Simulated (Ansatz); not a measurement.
Run this with the Ansatz DFT code, driven from Python and show what comes out.

The script, `restart.py`:
```python
'''Two stages for CuS: converge the density, then read it back for bands.'''

import argparse
import warnings

import ansatz as az
from ase import Atoms

FUNCTIONAL = 'r2scan'
OCCUPATIONS = 'fermi_dirac'

warnings.simplefilter('ignore', az.DeckWarning)

atoms = Atoms(
    ['Cu', 'S'],
    scaled_positions=[
        (0.0, 0.0, 0.0),
        (0.5, 0.5, 0.5),
    ],
    cell=[
        (0.0, 2.439903, 2.439903),
        (2.439903, 0.0, 2.439903),
        (2.439903, 2.439903, 0.0),
    ],
    pbc=True,
)
system = az.Crystal.from_ase(atoms)

parser = argparse.ArgumentParser()
parser.add_argument('stage', choices=['scf', 'bands'])
stage = parser.parse_args().stage
base = (
    system.calculation()
    .functional(FUNCTIONAL)
    .kpoints(9)  # sampling of the Brillouin zone
    .occupations(OCCUPATIONS)
)
if stage == 'scf':
    data = base.checkpoint(write='ground.run').run(threads=1, pin='off').report
    print(f'F = {data["free_energy_ev"]:.5f} eV after {data["n_iterations"]} iterations, saved')
else:
    points = {'K': (0.375, 0.375, 0.75), 'G': (0.0, 0.0, 0.0), 'L': (0.5, 0.5, 0.5), 'W': (0.5, 0.25, 0.75), 'X': (0.5, 0.0, 0.5)}
    out = base.checkpoint(read='ground.run', post_process_only=True).band_structure(list(points.values()), intervals=1).run(threads=1, pin='off')
    bands = out.band_structure()
    for label, levels in zip(points, bands.channels[0].eigenvalues_ev - bands.fermi_energy_ev):
        print(f'{label:3s}', ' '.join(f'{e:7.3f}' for e in levels if abs(e) < 6))
```

`python restart.py scf` gives:
```text
F = -7537.42127 eV after 8 iterations, saved
```

Running `python restart.py bands` prints:
```text
K    -5.680  -5.464  -4.107  -2.776  -2.560  -2.331  -1.987  -1.021   3.492
G    -3.034  -3.034  -3.034  -2.988  -2.988  -0.957  -0.957  -0.957   4.458
L    -4.477  -4.477  -2.606  -2.606  -2.288   1.038   1.038   4.805
W    -5.247  -5.247  -4.933  -2.501  -2.402  -2.402  -2.140  -1.894   5.412
X    -3.474  -3.087  -3.087  -2.778  -2.501  -2.501  -1.978   1.546
```

What to keep in mind:
- Absolute energies stand on the zero of these potentials, so only differences at equal settings mean something. A total without «per atom» is that of the cell as typed.
- The run is spin-unpolarised.
- The mesh is modest for a metal, so energies can be off by several to tens of meV an atom and pressures by half a GPa or more; differences at equal mesh fare better.
- This cell is a computed structure, which may not be the phase found in nature.
- Gaps and levels are Kohn-Sham values on a finite set of k-points.
- Finished in 6.4 s on 1 thread of Intel(R) Xeon(R) Platinum 8375C CPU @ 2.90GHz (Ice Lake) (shared host), peak memory 0.44 GiB.

(Lines on the test bed's own set-up are left out of the output.)
